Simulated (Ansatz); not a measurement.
Consider an atomisation energy of CH2OSe, SMILES OC=[Se] (the Ansatz DFT code, driven from Python).

Script `tae_ch2ose.py`:
```python
"""Energy to split CH2OSe into its atoms."""

from collections import Counter

import ansatz as az


def total_energy(molecule, charge=0, unpaired=0):
    calc = (
        molecule.calculation()
        .basis(gaussian="cc-pVDZ")
        .functional("R2SCAN0")
    )
    if charge:
        calc = calc.charge(charge)
    if unpaired:
        calc = calc.spin("collinear", total=unpaired)
    report = calc.run(threads=1).report
    if report["published_state_doubts"]:
        print("  doubts:", report["published_state_doubts"])
    return report["free_energy_ev"]


def main() -> None:
    geometry_ang = [
        ("O", (-0.4931, -0.8444, -0.0241)),
        ("C", (0.2669, 0.3217, 0.0407)),
        ("Se", (1.6418, -0.0382, 0.9469)),
        ("H", (-1.3427, -0.7532, -0.5474)),
        ("H", (-0.0231, 1.2404, -0.4575)),
    ]
    molecule = az.Crystal.molecule()
    for symbol, xyz in geometry_ang:
        molecule = molecule.atom(symbol, xyz)

    # unpaired electrons of the ground-state atoms
    unpaired = {"O": 2, "C": 2, "Se": 2, "H": 1}
    counts = Counter(site.symbol for site in molecule.cartesian_sites)
    atom_energy = {s: total_energy(az.Crystal.molecule().atom(s, (0, 0, 0)), 0, unpaired[s]) for s in counts}
    whole = total_energy(molecule, 0, 0)
    for s, e in atom_energy.items():
        print(f"{s:2s} x{counts[s]}  {e:14.5f} eV")
    print(f"CH2OSe: {whole:.5f} eV")
    split = sum(counts[s] * e for s, e in atom_energy.items()) - whole
    print(f"atomisation energy (no zero-point term): {split:.3f} eV, {split / sum(counts.values()):.3f} eV an atom")


if __name__ == "__main__":
    main()
```

What does it cost to take this molecule apart into atoms?

16.669 eV from the electronic energies, without the zero-point term.

The output:

```console
$ python tae_ch2ose.py
O  x1     -2041.70678 eV
C  x1     -1029.34840 eV
Se x1    -65346.64602 eV
H  x2       -13.58463 eV
CH2OSe: -68461.53935 eV
atomisation energy (no zero-point term): 16.669 eV, 3.334 eV an atom
```

Total energies depend on the basis set; only differences at equal settings carry meaning. The geometry is a force-field or estimated start, not a minimum of this method, and the basis set is short of its limit. All parts are taken at fixed geometry, without zero-point energy. The spin-orbit lowering of heavy atoms is left out. Run time: 6.1 s on 1 thread of Arm Neoverse V1 (shared host), peak memory 0.19 GiB.
